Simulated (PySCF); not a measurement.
# InHg: bond curves at several levels of theory

What are the lowest state that PBE0 finds, the bond length, vibrational wavenumber and bond energy of InHg, and how much do these hang on the method?

Program: PySCF 2.14.0. Level of theory: In def2-SVP with ECP28, Hg def2-SVP with ECP60, scalar-relativistic core potentials. These are calculated values, not measurements.

## 1. The job

Settings of the job:

| Item | Value |
| --- | --- |
| atoms | In, Hg |
| charge | 0 |
| basis | In def2-SVP with ECP28, Hg def2-SVP with ECP60 |
| Hamiltonian | scalar-relativistic core potentials |
| basis functions | 58 |
| electrons treated | 41 |
| masses in u | 114.9039, 201.9706 |
| levels | PBE0, PBE, r²SCAN, r²SCAN0, TPSS, BLYP, ωB97X, HF, MP2, SCS-MP2 |
| grid | 80 radial by 434 angular points |
| occupations | held fixed by the projection of orbital angular momentum |
| dissociation limit | In + Hg, each in its ground configuration |
| starting distance in angstrom | 2.765 |
| values of 2S to try | 1, 3 |

On the command line:

```sh
OMP_NUM_THREADS=1 python dia.py task.json out
```

After this run come: First curve: PBE0; Excited determinants; PBE (GGA); r²SCAN (meta-GGA); r²SCAN0; TPSS; BLYP (GGA); ωB97X (range-separated hybrid); UHF (mean field).

**Question.** What will these runs give? Wanted: for each run, Re; ωe; De; μ.

As calculated:

Lowest PBE0 solution found, without spin–orbit coupling: ²Π (doublet), unpaired electrons π ↑. State 2 has its PBE0 minimum 0.12 eV higher. The other levels ran on the lowest alone.

| level | Re (Å) | ωe (cm⁻¹) | De (eV) | μ (D) |
| --- | --- | --- | --- | --- |
| UHF-MP2 | 3.166 | 54.3 | 0.173 | n/a |
| UHF-SCS-MP2 | 3.329 | 39.8 | 0.105 | n/a |
| PBE | 3.091 | 66.0 | 0.218 | 0.18 |
| BLYP | 3.228 | 50.9 | 0.105 | 0.03 |
| TPSS | 3.071 | 67.2 | 0.192 | 0.37 |
| r²SCAN | 3.035 | 70.5 | 0.244 | 0.44 |
| PBE0 | 3.121 | 60.9 | 0.178 | 0.40 |
| r²SCAN0 | 3.087 | 63.0 | 0.197 | 0.52 |
| ωB97X | 3.257 | 49.5 | 0.228 | 0.50 |

De is counted to In + Hg in their ground configurations. A positive dipole means In(−)Hg(+). No constants: UHF (no minimum is bracketed among the points kept).

**Reading.** The methods spread over 0.294 Å in bond length, from r²SCAN to UHF-SCS-MP2. Among the levels with a De in the table, it runs from 0.105 eV (BLYP) to 0.244 eV (r²SCAN).

Correlated steps freeze 4 core orbitals. These are scalar-relativistic numbers at best; spin–orbit coupling would shift them, the dissociation energy most. The bond is weak, and basis-set superposition, which was not computed, may be a sizeable part of it. With spin–orbit coupling the term label itself may not hold.
